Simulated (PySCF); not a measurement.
# The bond of RbS+, level by level

One table from this session's results is given with a row withheld; the runs are named, their logs left out.

Computed with PySCF 2.14.0. Level: Rb def2-SVPD with ECP28, S def2-SVPD, scalar-relativistic core potentials.

Set-up of the first run:

Settings of the job:

```yaml
atoms: Rb, S
charge: 1
basis: Rb def2-SVPD with ECP28, S def2-SVPD
Hamiltonian: scalar-relativistic core potentials
basis_functions: 54
electrons_treated: 24
masses_in_u: 84.9118, 31.9721
levels: PBE0, PBE, r²SCAN, M06-L, TPSSh, M06-2X, LC-ωPBE, HF, MP2, SCS-MP2, CCSD, CCSD(T)
grid: 80 radial by 434 angular points
occupations: held fixed by the projection of orbital angular momentum
dissociation_limit: Rb+ + S, each in its ground configuration
starting_distance_in_angstrom: 3.145
values_of_2S_to_try: 0, 2
```

Command:

```bash
$ OMP_NUM_THREADS=1 python dia.py task.json out
```

Among the steps run: The job; First curve: PBE0; Higher solutions at PBE0; PBE (GGA); r²SCAN; M06-L; TPSSh (hybrid meta-GGA); M06-2X (hybrid meta-GGA); LC-ωPBE; UHF; Adding correlation.

One table of the session follows, with a row left open; its other results are not shown here.

It belongs to the step «The curves together». Energy (eV) from each level's lowest point:

```
R (Å)    UHF  UHF-MP2  UHF-SCS-MP2  UHF-CCSD  UHF-CCSD(T)
3.060  0.239    0.189        0.198       n/a          n/a
3.202  0.115    0.082        0.087     0.084        0.084
3.345  0.046    0.026        0.029     0.028        0.027
3.451  0.018    0.007        0.008     0.007        0.007
3.558  0.004    0.000        0.000     0.000        0.000
3.665  0.000    0.002        0.001     0.002        0.002
3.807      ?        ?            ?         ?            ?
3.985  0.019    0.036        0.032     0.035        0.036
4.198  0.044    0.068        0.062     0.066        0.067
4.483  0.077    0.109        0.102       n/a          n/a
```

Estimate the missing values for R (Å) = 3.807.

Worked estimate for «UHF». A straight line through the neighbours (3.665, 0.000) and (3.985, 0.019) gives 0.000 + (0.019 − 0.000) × (3.807 − 3.665) / (3.985 − 3.665) = 0.008; a parabola fitted to 4 rows on both sides gives 0.005.

**Answer.** UHF: 0.004; UHF-MP2: 0.014; UHF-SCS-MP2: 0.011; UHF-CCSD: 0.013; UHF-CCSD(T): 0.013. In «UHF» the line misses by +0.004 and the parabola by +0.001.

Caveats from the session: The bond is weak, and basis-set superposition, which was not computed, may be a sizeable part of it.
